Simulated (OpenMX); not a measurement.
AgRh:

```
CELL_PARAMETERS angstrom
2.77759 0.00000 0.00000
-1.38879 2.40546 0.00000
0.00000 0.00000 4.80860
ATOMIC_POSITIONS crystal
Ag 0.00000 0.00000 0.50000
Rh 0.66667 0.33333 0.00000
```

The cell comes from a database or a generator and needn't be the stable form of this composition.

| Quantity | Value |
| --- | --- |
| Program | OpenMX 3.8.5 |
| Task | single point |
| Functional | PBE |
| Potentials or basis | OpenMX 2013 PBE set, Ag7.0-s3p2d2, Rh7.0-s3p2d2, grid cutoff 400 Ry |
| k mesh | 11 × 11 × 7 |
| Occupations | fermi-dirac, width 0.05 eV |
| Spin | no spin polarisation |

On this cell: pressure 1.6 GPa; largest force under 0.003 eV/Å; band gap on the k mesh none (metal or under the smearing width).

The same run follows on a disturbed copy (atoms moved at random, drawn with an rms of 0.05 Å):

```
Ag Rh
1.0
     2.77759    0.00000    0.00000
    -1.38879    2.40546    0.00000
     0.00000    0.00000    4.80860
Ag Rh
1 1
Direct
  0.97271 0.99520 0.50345
  0.67133 0.31452 0.99114
```

What changes?

The energy (extrapolated to zero smearing) moves by +11.1 meV/atom; pressure 2.1 GPa; largest force 0.524 eV/Å; band gap on the k mesh none (metal or under the smearing width).

Forces on the atoms (eV/Å):
```
Ag   0.130 -0.071 -0.502
Rh  -0.130  0.054  0.497
```

Caveats: the basis of atomic orbitals isn't converged, which shifts pressures, moduli and gaps.
